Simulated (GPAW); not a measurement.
## BiS: single point with LDA

The system is BiS.

```
CELL_PARAMETERS angstrom
2.10927 1.21779 3.50049
-2.10927 1.21779 3.50049
0.00000 -2.43558 3.50049
ATOMIC_POSITIONS crystal
Bi 0.00000 0.00000 0.00000
S 0.50000 0.50000 0.50000
```

The cell was built by a generator and needn't be a form met in nature.

```yaml
Program: GPAW 26.7.0
Task: single point
Functional: LDA
Potentials_or_basis: the program's PAW data sets (release 1.2.1) made for this functional
Cutoff: 600 eV
Basis: pw
k_mesh: 8 × 8 × 8
Occupations: fermi-dirac, width 0.05 eV
Spin: no spin polarisation
```

```
Pressure               : -5.7 GPa
Band gap on the k mesh : none (metal or under the smearing width)
```

Stress tensor (GPa, compression positive):
```
-5.81  0.00  0.00
 0.00 -5.81  0.00
 0.00  0.00 -5.37
```

Levels at points of the mesh, in eV from the Fermi level:
```csv
k point,band 8,band 9,band 10,band 11,band 12,band 13
"(0.00, 0.00, 0.00)",-3.26,-3.13,-3.13,2.61,2.61,2.63
"(0.50, 0.00, 0.00)",-2.76,-2.72,-1.81,-1.42,-0.26,-0.20
"(0.50, 0.50, 0.00)",-6.25,-4.56,-4.46,2.64,3.36,3.37
"(0.50, 0.50, 0.50)",-2.69,-2.69,-1.73,-1.31,-0.12,-0.12
```

Run time: 43 s on 1 thread of Arm Neoverse V1, on a shared host, peak memory 0.19 GiB.

Caveat: spin-orbit coupling is left out, which moves the levels of the heavy elements.
